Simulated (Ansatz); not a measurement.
# Si16B: the cost of one run

Method: DFT LDA, plane waves, PAW, scalar-relativistic, collinear spin, in Ansatz 0.2.0.

## Step 1: The system as given

The cell holds 17 atoms (BSi16): a = 7.679 Å, b = 7.679 Å, c = 7.679 Å, α = 60.00°, β = 60.00°, γ = 60.00°.

The coordinates stand in the first input below.

## Step 2: Preparing the start

Input file input.yaml:

```yaml
crystal:
  lattice:
    - [0.0, 5.43, 5.43]
    - [5.43, 0.0, 5.43]
    - [5.43, 5.43, 0.0]
  atoms:
    - { symbol: Si, position: [0.0, 0.0, 0.0] }
    - { symbol: Si, position: [0.125, 0.125, 0.125] }
    - { symbol: Si, position: [0.0, 0.0, 0.5] }
    - { symbol: Si, position: [0.125, 0.125, 0.625] }
    - { symbol: Si, position: [0.0, 0.5, 0.0] }
    - { symbol: Si, position: [0.125, 0.625, 0.125] }
    - { symbol: Si, position: [0.0, 0.5, 0.5] }
    - { symbol: Si, position: [0.125, 0.625, 0.625] }
    - { symbol: Si, position: [0.5, 0.0, 0.0] }
    - { symbol: Si, position: [0.625, 0.125, 0.125] }
    - { symbol: Si, position: [0.5, 0.0, 0.5] }
    - { symbol: Si, position: [0.625, 0.125, 0.625] }
    - { symbol: Si, position: [0.5, 0.5, 0.0] }
    - { symbol: Si, position: [0.625, 0.625, 0.125] }
    - { symbol: Si, position: [0.5, 0.5, 0.5] }
    - { symbol: Si, position: [0.625, 0.625, 0.625] }
    - { symbol: B, position: [0.741409, 0.7461874, 0.7521137], spin: 1.0 }
magnetization:
  spin_polarized: true
basis:
  ecutwfc: 420.0
kpoints:
  mp_grid: { grid: [2, 2, 2] }
hamiltonian:
  xc: lda
  pseudopotentials: { kind: paw, azcp: { folder: soft_1 } }
scf:
  occupations: { method: fermi_dirac, width: 0.05 }
  lower_state_search: "off"
relax:
  f_tol: 0.08
  max_steps: 25
  adjacent_minimum: "off"
```

On the command line:

```console
$ ansatz run input.yaml --threads 1 --pin off --max-ram 3072MiB --backend cpu --events-out ev --progress --plain --runs-dir out
```

Q: Estimate wall time and peak memory on 1 thread of Arm Neoverse V2, shared host.

About 2.1 min, with a peak of 0.61 GiB.
